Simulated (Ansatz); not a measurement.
The system is TaVN2.

```
Ta V N
1.0
     3.04987    0.00000    0.00000
     0.00000    3.04987    0.00000
     0.00000    0.00000    4.29606
Ta V N
1 1 2
Direct
  0.00000 0.00000 0.00000
  0.50000 0.50000 0.50000
  0.50000 0.50000 0.00000
  0.00000 0.00000 0.50000
```

The cell comes from a database or a generator and needn't be the stable form of this composition.

Base run:

```yaml
Program: Ansatz 0.2.0
Functional: PBEsol
Potentials_or_basis: all-electron LAPW, scalar-relativistic
Cutoff: 350 eV
Density_cutoff: 1398 eV
Basis_error_allowed: 0.002 eV/atom
k_mesh: 9 × 9 × 6
Occupations: fermi-dirac, width 0.05 eV
Spin: collinear spin, ferromagnetic start
Starting_moments: "[0.0, 2.0, 0.0, 0.0] μB"
```

Its results: pressure -11.1 GPa.

**Question.** After a change of settings the same cell gave: pressure -12.7 GPa. Which change was it?
A. potentials or basis from all-electron LAPW, scalar-relativistic to all-electron PAW datasets made for the crystal
B. potentials or basis from all-electron LAPW, scalar-relativistic to all-electron LAPW, inner shells corrected to Dirac's equation
C. spin from collinear spin, ferromagnetic start to no spin polarisation
D. basis error allowed from 0.002 eV/atom to 0.001 eV/atom

**Answer.** C.

Not every run made on this cell is shown here.
